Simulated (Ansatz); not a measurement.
# Si2NH5 + NH3: a complex and its separated parts

The complex below is one end of an elementary step. How strongly is it bound against its free parts?

The runs use Ansatz 0.2.0, Gaussian basis; PBE0-D4/def2-TZVP structures, single points in def2-TZVPP, no counterpoise correction.

Levels: SPW92, PBE-D4, BLYP-D4, r2SCAN-D4, B97M-V, PBE0-D4, B3LYP-D4, r2SCAN0-D4, BHLYP-D4, CAM-B3LYP-D4, wB97X-V, wB97M-V, B2PLYP, PBE-QIDH, RPA on PBE, Hartree-Fock, MP2, CCSD, CCSD(T).

Cores are frozen in the correlated methods. B3LYP uses VWN-RPA correlation. B2PLYP carries no dispersion term here.

56 further runs of the same task are left out: 56 set aside as unsound or not needed.

**1. The system as given**

The complex: 12 atoms, charge 0, spin multiplicity 1.

Atoms are counted from 1 here; the program's logs count them from 0.

Bond lengths: Si1–N2 1.942 Å, Si1–N3 1.618 Å, Si1–H5 1.508 Å, Si1–Si6 2.365 Å, N2–H4 1.027 Å, N2–H7 1.015 Å, N2–H8 1.015 Å, N3–H9 1.006 Å, Si6–H10 1.494 Å, Si6–H11 1.495 Å, Si6–H12 1.489 Å. Angles: N2–Si1–N3 93.3°, N2–Si1–H5 95.7°, N2–Si1–Si6 103.1°, N3–Si1–H5 124.3°, N3–Si1–Si6 123.9°, H5–Si1–Si6 107.1°, Si1–N2–H4 94.6°, Si1–N2–H7 117.4°, Si1–N2–H8 114.1°, H4–N2–H7 111.4°, H4–N2–H8 108.5°, H7–N2–H8 109.7°, Si1–N3–H9 126.0°, Si1–Si6–H10 114.1°, Si1–Si6–H11 109.4°, Si1–Si6–H12 110.7°, H10–Si6–H11 107.0°, H10–Si6–H12 107.8° and more.

As a file:

```xyz
12

Si   -0.2672    0.2995   -0.7132
N     0.9152    1.3303    0.4313
N     0.8598    0.1037   -1.8580
H     1.6273    1.4744   -0.2949
H    -1.3626    1.3341   -0.7674
Si   -1.0166   -1.4340    0.7110
H     0.5664    2.2145    0.7884
H     1.3301    0.7959    1.1877
H     0.8439   -0.5833   -2.5929
H    -2.0149   -0.9954    1.7323
H     0.1475   -2.0033    1.4557
H    -1.6291   -2.5362   -0.0801
```

Its parts: Si2NH5 holds atoms 1, 3, 5, 6, 9, 10, 11, 12; NH3 holds atoms 2, 4, 7, 8. Each part counts its atoms afresh in its own runs.

**2. Relaxing Si2NH5 alone**

The input, relax-a/in.yaml:

```yaml
crystal:
  periodic: [false, false, false]
  atoms:
    - {symbol: Si, position_ang: [-0.267239, 0.299550, -0.713151]}
    - {symbol: N, position_ang: [0.859812, 0.103683, -1.857969]}
    - {symbol: H, position_ang: [-1.362611, 1.334131, -0.767381]}
    - {symbol: Si, position_ang: [-1.016575, -1.434002, 0.710960]}
    - {symbol: H, position_ang: [0.843906, -0.583311, -2.592946]}
    - {symbol: H, position_ang: [-2.014916, -0.995410, 1.732341]}
    - {symbol: H, position_ang: [0.147486, -2.003258, 1.455670]}
    - {symbol: H, position_ang: [-1.629085, -2.536225, -0.080101]}
basis:
  gaussian: {orbitals: def2-TZVP}
hamiltonian: {xc: pbe0, dispersion: d4}
relax: {f_tol: 0.005, max_steps: 200}
```

On the command line:

```console
$ ansatz run in.yaml --threads 4 --pin off --events-out ev --progress --plain --max-ram 9574MiB
```

After this run come: Relaxing NH3 alone; SPW92/def2-TZVPP; PBE-D4/def2-TZVPP; BLYP-D4/def2-TZVPP; r2SCAN-D4/def2-TZVPP; B97M-V/def2-TZVPP; PBE0-D4/def2-TZVPP; B3LYP-D4/def2-TZVPP; r2SCAN0-D4/def2-TZVPP; BHLYP-D4/def2-TZVPP; CAM-B3LYP-D4/def2-TZVPP; wB97X-V/def2-TZVPP; wB97M-V/def2-TZVPP; B2PLYP/def2-TZVPP; PBE-QIDH/def2-TZVPP; RPA on PBE/def2-TZVPP; CCSD(T)/def2-TZVPP; Vibrations of Si2NH5; Vibrations of NH3.

**Question.** What will these runs give? Wanted: complex less parts, CCSD(T)/def2-TZVPP; with zero-point energy; largest T1 diagnostic.

**Answer**, as computed:

| quantity | value |
| --- | --- |
| complex less parts, CCSD(T)/def2-TZVPP | -0.721 eV |
| with zero-point energy | -0.596 eV |
| largest T1 diagnostic | 0.019 |

What this shows: At CCSD(T) the complex lies 0.721 eV below its parts. B3LYP-D4 is the best functional here (-0.020 eV from CCSD(T)); SPW92 is the worst (-0.466 eV). Mean unsigned error by rung: LDA 0.466, GGA 0.088, meta-GGA 0.121, hybrid 0.140, range-separated hybrid 0.125, double hybrid 0.114 eV. PBE-D4 gives a relative energy 0.090 eV too low, outside chemical accuracy (1 kcal/mol, 0.043 eV). No counterpoise was applied, and triple zeta lacks some correlation, so the CCSD(T) reference has a basis error of its own, and close matches with it are partly luck. The restricted Hartree–Fock reference is unstable towards an unrestricted one at one or more of these structures.
